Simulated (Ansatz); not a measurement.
# CH5AlBF: molecular dynamics

Aim: follow the molecule's vibrations and see whether its bonds hold. The start is relaxed first. Runs: 600 steps of 0.25 fs at constant energy, with velocities drawn for 700 K. SMILES of the start: [CH3][AlH][BH]F.

Method: RKS PBE0-D4/STO-3G, in Ansatz 0.2.0.

## 1. The starting structure

Bond lengths: C1–Al2 1.987 Å, Al2–B3 2.123 Å, B3–F4 1.329 Å, C1–H5 1.099 Å, C1–H6 1.098 Å, C1–H7 1.098 Å, Al2–H8 1.563 Å, B3–H9 1.188 Å. Angles: C1–Al2–B3 121.4°, C1–Al2–H8 119.8°, B3–Al2–H8 118.8°, Al2–C1–H5 112.9°, Al2–C1–H6 111.8°, Al2–C1–H7 113.2°, H5–C1–H6 106.6°, H5–C1–H7 106.0°, H6–C1–H7 105.8°, Al2–B3–F4 110.2°, Al2–B3–H9 137.9°, F4–B3–H9 111.9°.

Structure file:

```xyz
9

C    -0.1926    0.6695   -1.4110
Al   -0.5103   -0.6209    0.0656
B     0.5728   -0.5063    1.8877
F     1.4588    0.4825    1.8341
H     0.8233    1.0879   -1.4031
H    -0.3324    0.2039   -2.3957
H    -0.8744    1.5300   -1.3887
H    -1.5602   -1.7640   -0.1150
H     0.6150   -1.0826    2.9261
```

## 2. Relaxing the start

File input.yaml:

```yaml
crystal:
  periodic: [false, false, false]
  atoms:
    - { symbol: C, position_ang: [-0.19262, 0.66953, -1.411] }
    - { symbol: Al, position_ang: [-0.51034, -0.62089, 0.06557] }
    - { symbol: B, position_ang: [0.57279, -0.50633, 1.88772] }
    - { symbol: F, position_ang: [1.4588, 0.4825, 1.83406] }
    - { symbol: H, position_ang: [0.82327, 1.08795, -1.40308] }
    - { symbol: H, position_ang: [-0.33238, 0.20385, -2.39566] }
    - { symbol: H, position_ang: [-0.87439, 1.53002, -1.38867] }
    - { symbol: H, position_ang: [-1.56017, -1.76403, -0.11503] }
    - { symbol: H, position_ang: [0.61504, -1.0826, 2.92609] }
basis:
  gaussian: { orbitals: STO-3G }
hamiltonian:
  xc: pbe0
  dispersion: d4
relax:
  f_tol: 0.02
  max_steps: 40
scf:
  lower_state_search: "off"
```

Launch:

```
ansatz run input.yaml --threads 1 --pin off --max-ram 2048MiB --backend cpu --events-out ev --progress --plain --runs-dir out
```

The program printed, shortened:

```text
Warning: RAYON_NUM_THREADS=1 ignored (pool sized by the plan → 1); use --threads N
[...]
Functional definition: PBE0
[...]
400 factors; integrals over basis functions are off by at most 1.3e-5 eV
[...]
mean field -10961.62564702 eV, -402.8323124713 hartree, gradient 1.3e-6 eV, S^2 0.000000; 0 other end points of the search recorded, 0 dependent functions left out
[...]
reference -10961.62566324 eV, -402.8323130672 hartree; 19, 19 occupied and 10, 10 virtual orbitals, 400 factors
relax step   1: F+E_penalty+E_count = -10961.73402182 eV  Δ(F+E_penalty+E_count) = +0.000e0 eV  max|allowed force component| = 1.316e0 eV/Å  Δτ_max = 0.0000 Å  (12 SCF iters, accepted)
[...]
relax step   4: F+E_penalty+E_count = -10962.01557947 eV  Δ(F+E_penalty+E_count) = +1.352e-3 eV  max|allowed force component| = 4.940e-1 eV/Å  Δτ_max = 0.0674 Å  (17 SCF iters, rejected (line search))
[...]
relax step   7: F+E_penalty+E_count = -10962.02745764 eV  Δ(F+E_penalty+E_count) = -1.619e-3 eV  max|allowed force component| = 3.540e-2 eV/Å  Δτ_max = 0.0177 Å  (19 SCF iters, accepted)
[...]
relax step  10: F+E_penalty+E_count = -10962.04626546 eV  Δ(F+E_penalty+E_count) = -1.373e-2 eV  max|allowed force component| = 2.406e-1 eV/Å  Δτ_max = 0.2000 Å  (22 SCF iters, accepted)
[...]
relax step  13: F+E_penalty+E_count = -10962.06583999 eV  Δ(F+E_penalty+E_count) = -9.585e-3 eV  max|allowed force component| = 1.650e-1 eV/Å  Δτ_max = 0.0977 Å  (17 SCF iters, accepted)
[...]
relax step  14: F+E_penalty+E_count = -10962.05064221 eV  Δ(F+E_penalty+E_count) = +1.520e-2 eV  max|allowed force component| = 9.913e-1 eV/Å  Δτ_max = 0.1491 Å  (23 SCF iters, rejected (line search))
[...]
relax step  15: F+E_penalty+E_count = -10962.07414555 eV  Δ(F+E_penalty+E_count) = -8.306e-3 eV  max|allowed force component| = 1.437e-1 eV/Å  Δτ_max = 0.0746 Å  (17 SCF iters, accepted)
[...]
400 factors; integrals over basis functions are off by at most 4.2e-5 eV
mean field -10961.97327794 eV, -402.8450876719 hartree, gradient 1.2e-6 eV, S^2 0.000000; 0 other end points of the search recorded, 0 dependent functions left out
[...]
```

## 3. The output, continued: start relaxed

Output, continued, shortened:

```text
reference -10961.97329398 eV, -402.8450882612 hartree; 19, 19 occupied and 10, 10 virtual orbitals, 400 factors
relax step  16: F+E_penalty+E_count = -10962.08220055 eV  Δ(F+E_penalty+E_count) = -8.055e-3 eV  max|allowed force component| = 1.639e-1 eV/Å  Δτ_max = 0.0731 Å  (17 SCF iters, accepted)
[...]
relax step  19: F+E_penalty+E_count = -10962.11599130 eV  Δ(F+E_penalty+E_count) = -7.074e-3 eV  max|allowed force component| = 1.284e-1 eV/Å  Δτ_max = 0.1210 Å  (17 SCF iters, accepted)
[...]
relax step  22: F+E_penalty+E_count = -10962.12322493 eV  Δ(F+E_penalty+E_count) = -2.059e-3 eV  max|allowed force component| = 3.466e-2 eV/Å  Δτ_max = 0.0497 Å  (18 SCF iters, accepted)
[...]
relax step  25: F+E_penalty+E_count = -10962.12380360 eV  Δ(F+E_penalty+E_count) = -1.269e-4 eV  max|allowed force component| = 2.461e-2 eV/Å  Δτ_max = 0.0155 Å  (13 SCF iters, accepted)
[...]
Atom 0 at    -0.316361     0.681780    -1.344324 Å, force     0.002664    -0.000716     0.003887 eV/Å
Atom 1 at    -0.256457    -0.695635    -0.014867 Å, force    -0.002078     0.000511    -0.007633 eV/Å
Atom 2 at     0.637081    -0.380059     1.789282 Å, force     0.005871     0.000814     0.004986 eV/Å
Atom 3 at     1.899474    -0.644656     2.062506 Å, force    -0.013964     0.003925    -0.001979 eV/Å
Atom 4 at     0.589678     1.295593    -1.366758 Å, force    -0.001633    -0.000745     0.000851 eV/Å
Atom 5 at    -0.467465     0.289443    -2.354677 Å, force     0.001338    -0.000256     0.001788 eV/Å
Atom 6 at    -1.148219     1.369210    -1.150125 Å, force     0.000128    -0.003752     0.000787 eV/Å
Atom 7 at    -0.960514    -1.989015    -0.325106 Å, force     0.000416     0.003943     0.002306 eV/Å
Atom 8 at     0.022784     0.073339     2.704068 Å, force     0.007258    -0.003725    -0.004994 eV/Å
Dipole moment:     0.065364    -0.038860    -0.001036 e Å
Checks for a lower state left out: stability, starts, cluster_reference, orbital_swaps, neighbouring_geometries, increment
```

Wall time 30 s (1 thread of Intel Xeon Platinum 8488C (Sapphire Rapids), shared host); peak memory 0.15 GiB.

The steps of the relaxation:

| step | energy from step 1 (eV) | largest force component (eV/Å) |
| --- | --- | --- |
| 1 | 0.0000 | 1.3156 |
| 2 | -0.2440 | 0.8600 |
| 3 | -0.2829 | 0.4519 |
| 4x | -0.2816 | 0.4940 |
| 5 | -0.2909 | 0.1393 |
| 6 | -0.2918 | 0.1462 |
| 7 | -0.2934 | 0.0354 |
| 8 | -0.2942 | 0.1302 |
| 9 | -0.2985 | 0.2029 |
| 10 | -0.3122 | 0.2406 |
| 11x | -0.2994 | 1.1094 |
| 12 | -0.3222 | 0.1301 |
| 13 | -0.3318 | 0.1650 |
| 14x | -0.3166 | 0.9913 |
| 15 | -0.3401 | 0.1437 |
| 16 | -0.3482 | 0.1639 |
| 17 | -0.3579 | 0.3727 |
| 18 | -0.3749 | 0.1281 |
| 19 | -0.3820 | 0.1284 |
| 20 | -0.3871 | 0.1635 |
| 21x | -0.3749 | 0.6928 |
| 22 | -0.3892 | 0.0347 |
| 23x | -0.3886 | 0.1896 |
| 24 | -0.3897 | 0.0348 |
| 25 | -0.3898 | 0.0246 |
| 26 | -0.3898 | 0.0206 |
| 27 | -0.3898 | 0.0232 |
| 28 | -0.3899 | 0.0140 |

Step 1 is the start. 5 steps were tried and not accepted (marked x).

After: Bond lengths: C1–Al2 1.915 Å, Al2–B3 2.038 Å, B3–F4 1.318 Å, C1–H5 1.095 Å, C1–H6 1.094 Å, C1–H7 1.096 Å, Al2–H8 1.505 Å, B3–H9 1.192 Å. Angles: C1–Al2–B3 121.1°, C1–Al2–H8 117.4°, B3–Al2–H8 121.4°, Al2–C1–H5 113.1°, Al2–C1–H6 112.8°, Al2–C1–H7 110.6°, H5–C1–H6 107.2°, H5–C1–H7 106.3°, H6–C1–H7 106.5°, Al2–B3–F4 124.9°, Al2–B3–H9 120.8°, F4–B3–H9 114.3°.

## 4. Dynamics

600 steps of 0.25 fs at constant energy, with velocities drawn for 700 K, from the relaxed start.

File input.yaml:

```yaml
crystal:
  periodic: [false, false, false]
  atoms:
    - { symbol: C, position_ang: [-0.316361, 0.68178, -1.344324] }
    - { symbol: Al, position_ang: [-0.256457, -0.695635, -0.014867] }
    - { symbol: B, position_ang: [0.637081, -0.380059, 1.789282] }
    - { symbol: F, position_ang: [1.899474, -0.644656, 2.062506] }
    - { symbol: H, position_ang: [0.589678, 1.295593, -1.366758] }
    - { symbol: H, position_ang: [-0.467465, 0.289443, -2.354677] }
    - { symbol: H, position_ang: [-1.148219, 1.36921, -1.150125] }
    - { symbol: H, position_ang: [-0.960514, -1.989015, -0.325106] }
    - { symbol: H, position_ang: [0.022784, 0.073339, 2.704068] }
basis:
  gaussian: { orbitals: STO-3G }
hamiltonian:
  xc: pbe0
  dispersion: d4
md:
  timestep: 0.25
  n_steps: 600
  ensemble: nve
  temperature: 700.0
  initial_velocities: maxwell_boltzmann
  seed: 842257
scf:
  lower_state_search: "off"
```

Launch:

```
ansatz run input.yaml --threads 1 --pin off --max-ram 2048MiB --backend cpu --events-out ev --progress --plain --runs-dir out
```

The program printed, shortened:

```text
Warning: RAYON_NUM_THREADS=1 ignored (pool sized by the plan → 1); use --threads N
[...]
Functional definition: PBE0
[...]
403 factors; integrals over basis functions are off by at most 1.9e-5 eV
[...]
mean field -10962.01564504 eV, -402.8466446340 hartree, gradient 1.6e-6 eV, S^2 0.000000; 0 other end points of the search recorded, 0 dependent functions left out
[...]
reference -10962.01566085 eV, -402.8466452150 hartree; 19, 19 occupied and 10, 10 virtual orbitals, 403 factors
md step     0: t =     0.00 fs  T =   700.0 K  F+E_penalty+E_count = -10962.12389474 eV  E_kin = 0.633374 eV  conserved = -10961.49052074 eV  (12 SCF iters)
[...]
md step    20: t =     5.00 fs  T =   486.8 K  F+E_penalty+E_count = -10961.93081315 eV  E_kin = 0.440508 eV  conserved = -10961.49030551 eV  (12 SCF iters)
[...]
md step    40: t =    10.00 fs  T =   361.6 K  F+E_penalty+E_count = -10961.81750038 eV  E_kin = 0.327149 eV  conserved = -10961.49035162 eV  (13 SCF iters)
[...]
md step    60: t =    15.00 fs  T =   349.8 K  F+E_penalty+E_count = -10961.80680624 eV  E_kin = 0.316511 eV  conserved = -10961.49029561 eV  (13 SCF iters)
[...]
md step    78: t =    19.50 fs  T =   465.0 K  F+E_penalty+E_count = -10961.91110654 eV  E_kin = 0.420774 eV  conserved = -10961.49033294 eV  (13 SCF iters)
md step    79: t =    19.75 fs  T =   476.0 K  F+E_penalty+E_count = -10961.92107976 eV  E_kin = 0.430739 eV  conserved = -10961.49034056 eV  (13 SCF iters)
```

## 5. The output, continued: dynamics from the start

The log, continued, shortened:

```text
md step    80: t =    20.00 fs  T =   480.4 K  F+E_penalty+E_count = -10961.92496890 eV  E_kin = 0.434655 eV  conserved = -10961.49031367 eV  (13 SCF iters)
[...]
md step   106: t =    26.50 fs  T =   381.0 K  F+E_penalty+E_count = -10961.83456267 eV  E_kin = 0.344693 eV  conserved = -10961.48986989 eV  (13 SCF iters)
[...]
md step   132: t =    33.00 fs  T =   338.1 K  F+E_penalty+E_count = -10961.79565819 eV  E_kin = 0.305952 eV  conserved = -10961.48970630 eV  (12 SCF iters)
[...]
md step   158: t =    39.50 fs  T =   499.8 K  F+E_penalty+E_count = -10961.94238200 eV  E_kin = 0.452238 eV  conserved = -10961.49014385 eV  (12 SCF iters)
[...]
md step   182: t =    45.50 fs  T =   415.3 K  F+E_penalty+E_count = -10961.86587556 eV  E_kin = 0.375731 eV  conserved = -10961.49014485 eV  (13 SCF iters)
md step   183: t =    45.75 fs  T =   408.1 K  F+E_penalty+E_count = -10961.85937963 eV  E_kin = 0.369260 eV  conserved = -10961.49011995 eV  (13 SCF iters)
```

## 6. The log goes on: dynamics from the start

Output, continued, shortened:

```text
md step   184: t =    46.00 fs  T =   398.2 K  F+E_penalty+E_count = -10961.85040437 eV  E_kin = 0.360321 eV  conserved = -10961.49008333 eV  (13 SCF iters)
[...]
md step   205: t =    51.25 fs  T =   267.7 K  F+E_penalty+E_count = -10961.73223624 eV  E_kin = 0.242208 eV  conserved = -10961.49002831 eV  (12 SCF iters)
[...]
md step   226: t =    56.50 fs  T =   361.8 K  F+E_penalty+E_count = -10961.81746411 eV  E_kin = 0.327366 eV  conserved = -10961.49009825 eV  (13 SCF iters)
[...]
md step   247: t =    61.75 fs  T =   407.3 K  F+E_penalty+E_count = -10961.85845397 eV  E_kin = 0.368512 eV  conserved = -10961.48994240 eV  (13 SCF iters)
[...]
md step   599: t =   149.75 fs  T =   354.3 K  F+E_penalty+E_count = -10961.81043387 eV  E_kin = 0.320561 eV  conserved = -10961.48987260 eV  (13 SCF iters)
[...]
Atom 0 at    -0.607160     0.708680    -1.305822 Å, force     1.530016    -2.024981    -1.672774 eV/Å
Atom 1 at    -0.081610    -0.716506    -0.147756 Å, force     0.427622    -0.119976     0.486863 eV/Å
Atom 2 at     0.690271    -0.246007     1.767855 Å, force    -1.462711     0.093916    -0.683485 eV/Å
Atom 3 at     1.793496    -0.725318     2.268050 Å, force     0.750481    -0.282507     0.070781 eV/Å
Atom 4 at    -0.993553     0.438556    -2.305211 Å, force    -0.635594    -0.195801     0.782834 eV/Å
Atom 5 at    -1.182361     1.471521    -0.868553 Å, force    -0.897538     1.555501     0.574728 eV/Å
Atom 6 at     0.372387     1.084033    -1.611970 Å, force     0.236226     0.874709     0.420421 eV/Å
Atom 7 at    -0.036841    -2.096478    -0.786981 Å, force    -0.072153     0.231007     0.342108 eV/Å
Atom 8 at     0.088520     0.461769     2.534208 Å, force     0.123650    -0.131869    -0.321475 eV/Å
Dipole moment:     0.044288    -0.068214     0.057788 e Å
Checks for a lower state left out: stability, starts, cluster_reference, orbital_swaps, neighbouring_geometries, increment
```

Run time: 7 min. Hardware: 1 thread of Intel Xeon Platinum 8488C (Sapphire Rapids), shared host; peak memory 0.095 GiB.

## 7. The trajectory

The trajectory, every 31 steps (energies from step 0):

| time (fs) | T (K) | potential energy change (meV/atom) | total energy change (meV/atom) |
| --- | --- | --- | --- |
| 0.0 | 700 | 0.0 | 0.00 |
| 7.8 | 257 | 44.6 | 0.12 |
| 15.5 | 363 | 33.9 | 0.02 |
| 23.2 | 382 | 32.0 | 0.09 |
| 31.0 | 364 | 33.8 | 0.07 |
| 38.8 | 478 | 22.4 | 0.05 |
| 46.5 | 373 | 32.9 | 0.06 |
| 54.2 | 280 | 42.3 | 0.07 |
| 62.0 | 402 | 30.0 | 0.07 |
| 69.8 | 423 | 27.9 | 0.05 |
| 77.5 | 346 | 35.6 | 0.07 |
| 85.2 | 408 | 29.4 | 0.04 |
| 93.0 | 207 | 49.6 | 0.10 |
| 100.8 | 429 | 27.3 | 0.03 |
| 108.5 | 432 | 27.0 | 0.10 |
| 116.2 | 295 | 40.7 | 0.03 |
| 124.0 | 359 | 34.4 | 0.07 |
| 131.8 | 312 | 39.1 | 0.07 |
| 139.5 | 383 | 31.9 | 0.05 |
| 147.2 | 429 | 27.4 | 0.07 |
| 150.0 | 353 | 34.9 | 0.07 |

time (fs), T (K) and a bar:
```
      0.0        700 ##############################
      6.5        366 ##########
     13.0        194 
     19.5        465 ################
     26.0        421 #############
     32.5        318 #######
     39.2        495 ##################
     45.8        408 #############
     52.2        237 ###
     58.8        344 #########
     65.2        529 ####################
     71.8        347 #########
     78.2        293 ######
     84.8        361 ##########
     91.2        315 #######
     97.8        298 ######
    104.2        482 #################
    110.8        433 ##############
    117.5        195 
    124.0        359 ##########
    130.5        342 #########
    137.0        298 ######
    143.5        512 ###################
    150.0        353 #########
```

Maxima of the velocity power spectrum (cm⁻¹, relative height; resolution about 440 cm⁻¹): 830 (94), 1610 (29), 3340 (51).

## 8. Snapshots as a file

Positions (Å) and forces (eV/Å):

```xyz
9
time_fs=18.8 T=398 dE=0.2737
C    -0.386    0.716   -1.404    0.638   -1.528    2.010
Al   -0.268   -0.693   -0.024    1.170    0.218   -0.720
B     0.690   -0.370    1.791   -1.873    0.884    0.141
F     1.905   -0.676    2.134    0.969   -0.410   -0.133
H     0.613    1.059   -1.623    0.682    0.195   -0.132
H    -0.782    0.323   -2.301   -0.657   -0.599   -1.474
H    -0.952    1.581   -1.155   -0.779    1.032    0.495
H    -0.465   -2.133   -0.498   -0.331    0.503    0.184
H     0.087    0.197    2.678    0.181   -0.295   -0.373
9
time_fs=37.5 T=431 dE=0.2443
C    -0.463    0.651   -1.366    1.894   -0.071    1.167
Al   -0.169   -0.668   -0.069   -0.041   -0.246    1.374
B     0.673   -0.301    1.816   -0.818   -0.555   -1.949
F     1.864   -0.710    2.141    0.861   -0.084    0.466
H     0.471    0.874   -1.856    0.491    0.262   -0.527
H    -1.171    0.412   -2.087   -1.673   -0.641   -1.757
H    -0.762    1.542   -0.878   -0.506    1.452    0.526
H    -0.843   -1.959   -0.381    0.029   -0.507    0.058
H     0.029    0.194    2.650   -0.235    0.391    0.642
9
time_fs=56.2 T=361 dE=0.3068
C    -0.489    0.713   -1.384    1.900   -1.023    0.697
Al   -0.108   -0.690   -0.039   -0.909    0.423   -1.362
B     0.662   -0.307    1.735   -0.568    0.915    0.400
F     1.819   -0.726    2.157    0.775   -0.125    0.703
H     0.201    0.850   -2.240   -0.177   -0.389    0.561
H    -1.427    0.447   -1.787   -1.683   -0.236   -0.940
H    -0.601    1.689   -0.937   -0.033    0.503    0.430
H    -0.779   -2.055   -0.108    0.140    0.334   -0.450
H    -0.021    0.345    2.494    0.555   -0.402   -0.039
9
time_fs=75.0 T=394 dE=0.2770
C    -0.541    0.655   -1.323    2.339    1.503   -1.855
Al   -0.141   -0.676   -0.109    0.435   -1.037    1.303
B     0.695   -0.239    1.764    0.384   -0.861    0.083
F     1.840   -0.745    2.226   -0.558    0.284   -0.621
H     0.132    0.448   -2.229   -1.232    0.255    1.170
H    -1.549    0.726   -1.695   -0.685    0.013   -0.190
H    -0.207    1.656   -0.989   -0.513   -0.289   -0.131
H    -0.420   -2.036   -0.708    0.084   -0.064    0.460
H     0.154    0.416    2.596   -0.255    0.196   -0.220
9
time_fs=93.8 T=221 dE=0.4342
C    -0.555    0.741   -1.380    1.362   -0.411   -1.596
Al   -0.126   -0.715   -0.082    0.621    1.059   -1.106
B     0.676   -0.276    1.733    1.657    0.122    0.966
F     1.834   -0.743    2.250   -1.352    0.117   -0.962
H    -0.248    0.492   -2.485   -0.804    0.138    2.450
H    -1.642    0.904   -1.396    0.061    0.135   -0.097
H    -0.068    1.748   -1.221   -0.611   -1.195    0.363
H    -0.086   -2.139   -0.538   -0.410   -0.144   -0.220
H     0.252    0.581    2.421   -0.524    0.179    0.201
9
time_fs=112.5 T=254 dE=0.4041
C    -0.575    0.650   -1.281    1.546    1.829   -3.470
Al   -0.047   -0.689   -0.126   -0.803   -1.355    0.929
B     0.673   -0.192    1.719    0.488   -0.959    1.059
F     1.781   -0.756    2.224   -0.856    0.843   -0.320
H    -0.545    0.420   -2.419   -0.528    0.081    2.306
H    -1.572    1.020   -1.017    0.000    0.104   -0.172
H     0.150    1.510   -1.220   -1.057   -0.513    0.210
H    -0.676   -2.050   -0.438    0.574    0.279    0.218
H     0.007    0.435    2.538    0.636   -0.308   -0.761
9
time_fs=131.2 T=322 dE=0.3423
C    -0.561    0.723   -1.303    0.568   -1.561   -2.231
Al   -0.029   -0.712   -0.102   -0.417    0.640   -1.083
B     0.650   -0.261    1.700    0.977   -0.009    0.148
F     1.760   -0.734    2.222    0.205   -0.097    0.249
H    -0.912    0.321   -2.312    0.123    0.371    1.640
H    -1.425    1.091   -0.774   -0.778    0.808   -0.009
H     0.084    1.566   -1.619   -0.059   -0.349    0.977
H    -0.496   -2.103   -0.354   -0.103   -0.291   -0.356
H     0.095    0.516    2.357   -0.515    0.488    0.663
9
time_fs=150.0 T=353 dE=0.3145
C    -0.607    0.709   -1.306    1.530   -2.025   -1.673
Al   -0.082   -0.717   -0.148    0.428   -0.120    0.487
B     0.690   -0.246    1.768   -1.463    0.094   -0.683
F     1.794   -0.725    2.268    0.750   -0.282    0.071
H    -0.994    0.439   -2.305   -0.636   -0.196    0.783
H    -1.182    1.472   -0.869   -0.897    1.556    0.575
H     0.372    1.084   -1.612    0.236    0.875    0.420
H    -0.037   -2.096   -0.787   -0.072    0.231    0.342
H     0.088    0.462    2.534    0.124   -0.132   -0.322
```

## 9. Summary of results

```
                          quantity                          value
           relaxation of the start       22 moves, 0.390 eV lower
                            length           600 steps of 0.25 fs
  temperature, first and last step                  700 and 353 K
          temperature, second half  mean 362 K, from 178 to 593 K
     potential energy, second half    +34 meV/atom from the start
largest change of the total energy                  0.12 meV/atom
            bonds formed or broken                              0
```

The temperature starts at 700 K and averages 362 K in the second half, where it ranges from 178 to 593 K; a mean near half the start is what vibrations about a minimum give, since they share energy equally between motion and strain. The total energy strays from its start by at most 0.12 meV/atom, 0.3 % of the mean kinetic energy, so a step of 0.25 fs is short enough over this time. The bonds all hold. 150 fs on 9 atoms is far too short and small for converged averages. The nuclei move classically, without zero-point motion, which matters most for hydrogen. In so small a basis the energies are only a sketch.
